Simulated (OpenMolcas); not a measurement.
# Se: CASSCF terms and fine-structure levels

Aim: the low terms and levels of Se, with their order and spacing.

The numbers are computed with OpenMolcas 26.06 (state-averaged CASSCF, spin-orbit coupling by RASSI with atomic mean-field integrals), except any that are marked as measured or tabulated.

2 further runs of the same task are left out: 2 set aside as unsound or not needed.

### 1 Starting point

| Quantity | Value |
| --- | --- |
| Species | Se (selenium, Z = 34, 34 electrons) |
| Basis | ANO-R3 [7s6p5d4f2g], 96 functions |
| Scalar Hamiltonian | X2C, finite nucleus |
| Inactive shells | 1s 2s 2p 3s 3p 3d |
| Active space | 6 electrons in 4 orbitals (4s 4p) |
| Some configurations of this space | 4p6, 4s 4p5, 4s2 4p4 |
| Orbitals | optimised for each spin and parity, averaged over the low roots |

Outer shells as boxes (Hund's rule):

4p6
```
4p [↑↓][↑↓][↑↓]
```

4s 4p5
```
4s [↑ ]
4p [↑↓][↑↓][↑ ]
```

4s2 4p4
```
4s [↑↓]
4p [↑↓][↑ ][↑ ]
```

Each step is its own input file, run in one work folder so that later steps find the files of earlier ones. Labels, J, g values, rates, χT and fits are worked out afterwards by a script from the matrices that RASSI stores.

### 2 Basis and integrals

Input file a.inp:

```
&GATEWAY
Coord
1

Se 0.0 0.0 0.0
Basis=ANO-R3
Group=XYZ
NoMove
AngMom=0.0 0.0 0.0
AMFI
&SEWARD
```

On the command line:

```sh
> OMP_NUM_THREADS=1 MOLCAS_MEM=1689 MOLCAS_PROJECT=a pymolcas a.inp > a.log
```

### 3 Reference wave functions, triplets of even parity, 3 roots

Input file a.inp:

```
&RASSCF
FileOrb=start.orb
Symmetry=1
Spin=3
nActEl=6 0 0
Inactive=8 6
Ras2=1 3
CIRoot=3 3 1
SDav=3
CIMx=300
Iter=120 100
PrWF=0.3
OrbListing=Nothing
MaxOrb=0
Atom
>>> COPY $Project.JobIph JOB001
```

start.orb holds the contracted functions of the basis, ordered by shell, or the orbitals of the step before.

### 4 CASSCF: singlets of even parity, 6 roots

Input file a.inp:

```
&RASSCF
FileOrb=start.orb
Symmetry=1
Spin=1
nActEl=6 0 0
Inactive=8 6
Ras2=1 3
CIRoot=6 6 1
SDav=7
CIMx=300
Iter=120 100
PrWF=0.3
OrbListing=Nothing
MaxOrb=0
Atom
>>> COPY $Project.JobIph JOB002
```

### 5 RASSI: spin-orbit coupling between the states

Input file a.inp:

```
&RASSI
NrOfJobIphs=2 3 6
1 2 3
1 2 3 4 5 6
IphNames
JOB001
JOB002
EJob
SpinOrbit
DIPRint=1.0
SOCoupling=1000.0
Subsets=2
MEES
Property=10
'ANGMOM' 1 'ANGMOM' 2 'ANGMOM' 3 'MLTPL  1' 1 'MLTPL  1' 2 'MLTPL  1' 3
'AMFI' 1 'AMFI' 2 'AMFI' 3 'MLTPL  2' 6
SOProperty=3
'ANGMOM' 1 'ANGMOM' 2 'ANGMOM' 3
```

(Steps that only read results are left out.)

Q: Predict the outcome of this session. Wanted: lowest level; first excited level; lowest level of another term; spin-orbit lowering of the lowest level; strongest of the lines computed, by gA.

The runs gave:

| quantity | value |
| --- | --- |
| method | CASSCF |
| lowest level | 4s2 4p4 3P2, 99 % of that term, g = 1.496 |
| ground level listed by NIST | 3P2 |
| first excited level | 4s2 4p4 3P1 at 0.2249 eV |
| lowest level of another term | 4s2 4p4 1D2 at 1.4616 eV |
| spin-orbit lowering of the lowest level | 0.1201 eV |
| strongest of the lines computed, by gA (one parity, so forbidden lines), at CASSCF energies | 4s2 4p4 1S0 → 4s2 4p4 3P1, 500.3 nm, A = 6.46e+00 s⁻¹ |

The multiplet 3P is inverted; its intervals divided by the larger J differ by 48 % of their mean, where Landé's rule for pure LS coupling makes them equal. The computed levels miss the measured ones by 800 cm⁻¹ on average. Only the configurations of the active space and the roots asked for are present. Not all states of the active space went into the spin-orbit step. No d shell is active. Only valence configurations of the active space appear, up to the ionisation limit; * or ° marks odd parity.
